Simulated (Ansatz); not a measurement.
# F3H3OSZr: the cost of one run

Program: Ansatz 0.2.0. Level of theory: RKS B3LYP-D4/def2-SVP. These are calculated values, not measurements.

**1. The system as given**

Bond lengths: Zr1–S2 3.095 Å, Zr1–F3 1.843 Å, Zr1–F4 1.848 Å, Zr1–F5 1.851 Å, Zr1–O7 2.636 Å, S2–H8 1.341 Å, O7–H9 0.964 Å. Angles: Zr1–S2–H8 89.2°, S2–Zr1–F3 83.7°, S2–Zr1–F4 113.7°, S2–Zr1–F5 117.0°, S2–Zr1–O7 61.4°, F3–Zr1–F4 105.7°, F3–Zr1–F5 108.1°, F3–Zr1–O7 144.9°, F4–Zr1–F5 120.9°, F4–Zr1–O7 92.6°, F5–Zr1–O7 86.4°, Zr1–O7–H9 121.2°.

As a file:

```xyz
9

Zr   -1.1389    0.4844   -0.2155
S     0.6191   -2.0088    0.3041
F    -2.5134   -0.7424   -0.2395
F    -1.4199    1.5211    1.2885
F    -1.0272    1.2564   -1.8943
H     1.5169   -0.4712    0.0929
O     1.4762    0.7891   -0.0848
H     0.4890   -1.8037    1.6226
H     1.9981    0.9752   -0.8739
```

**2. A restrained relaxation towards end A**

Springs on the bonds that form and break draw the guess towards this end; the thresholds are loose.

The input, input.yaml:

```yaml
crystal:
  periodic: [false, false, false]
  atoms:
    - { symbol: Zr, position_ang: [-1.1389, 0.4844, -0.2155] }
    - { symbol: S, position_ang: [0.6191, -2.0088, 0.3041] }
    - { symbol: F, position_ang: [-2.5134, -0.7424, -0.2395] }
    - { symbol: F, position_ang: [-1.4199, 1.5211, 1.2885] }
    - { symbol: F, position_ang: [-1.0272, 1.2564, -1.8943] }
    - { symbol: H, position_ang: [1.5169, -0.4712, 0.0929] }
    - { symbol: O, position_ang: [1.4762, 0.7891, -0.0848] }
    - { symbol: H, position_ang: [0.489, -1.8037, 1.6226] }
    - { symbol: H, position_ang: [1.9981, 0.9752, -0.8739] }
basis:
  gaussian: { orbitals: def2-SVP }
hamiltonian:
  xc: b3lyp
  dispersion: d4
relax:
  f_tol: 0.15
  max_steps: 25
  restrain:
    - { distance: [0, 6], at: 3.71, k: 30.0 }
    - { distance: [5, 1], at: 2.66, k: 30.0 }
    - { distance: [0, 1], at: 2.8, k: 30.0 }
    - { distance: [5, 6], at: 0.97, k: 30.0 }
```

On the command line:

```console
$ ansatz run input.yaml --threads 2 --pin off --max-ram 3072MiB --backend cpu --events-out ev --progress --plain --runs-dir out
```

**Question.** How long does this run take on 2 threads of AMD EPYC 9R45 (Zen 5), shared host, and how much memory does it need?

About 13 s, with a peak of 0.32 GiB.
